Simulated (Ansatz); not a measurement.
# WSe2: the cost of one run

Program: Ansatz 0.2.0. Level of theory: DFT PBE, scalar-relativistic, plane waves, PAW. These are calculated values, not measurements.

2 further runs of the same task are left out: 2 set aside as unsound or not needed. Runs told in other sessions of the task aren't counted.

### 1 The system as given

It takes space group P6_3/mmc (No. 194, hexagonal). Conventional cell: a = 3.321 Å, b = 3.321 Å, c = 15.257 Å, α = 90.00°, β = 90.00°, γ = 120.00°. W (site symmetry -6m2) is surrounded by 6 Se at 2.55 Å. Around Se (site symmetry 3m) lie 3 W at 2.55 Å.

Coordinates:

```
CELL_PARAMETERS angstrom
-3.32069 0.00000 0.00000
-1.66035 -2.87581 0.00000
0.00000 0.00000 15.25733
ATOMIC_POSITIONS crystal
W 0.33333 0.33333 0.25000
W 0.66667 0.66667 0.75000
Se 0.33333 0.33333 0.64002
Se 0.66667 0.66667 0.14002
Se 0.33333 0.33333 0.85998
Se 0.66667 0.66667 0.35998
```

It is the result of an earlier relaxation at this level (volume 24.28 Å³/atom; gap on the mesh: 1.48 eV).

### 2 The reference: the undisturbed cell on the scan's mesh

Contents of input.yaml:

```yaml
crystal:
  lattice:
    - [-3.3206937274, 0.0, 0.0]
    - [-1.6603468637, -2.8758051261, 0.0]
    - [0.0, 0.0, 15.2573262715]
  atoms:
    - { symbol: W, position: [0.3333333333, 0.3333333333, 0.25] }
    - { symbol: W, position: [0.6666666667, 0.6666666667, 0.75] }
    - { symbol: Se, position: [0.3333333333, 0.3333333333, 0.6400199235] }
    - { symbol: Se, position: [0.6666666667, 0.6666666667, 0.1400199235] }
    - { symbol: Se, position: [0.3333333333, 0.3333333333, 0.8599800765] }
    - { symbol: Se, position: [0.6666666667, 0.6666666667, 0.3599800765] }
basis:
  ecutwfc: 420
kpoints:
  mp_grid: { grid: [9, 9, 2] }
hamiltonian:
  xc: pbe
scf:
  occupations: { method: gaussian, width: 0.05 }
output:
  forces: true
  stress: true
  eigenvalues: true
```

Launch:

```bash
$ ansatz run input.yaml --threads 2 --pin off --max-ram 5120MiB --backend cpu --events-out ev --progress --plain --runs-dir out
```

**Question.** How long does this run take on 2 threads of Intel Xeon at 2.70GHz, shared host, and how much memory does it need?

About 5.6 s, with a peak of 0.53 GiB.
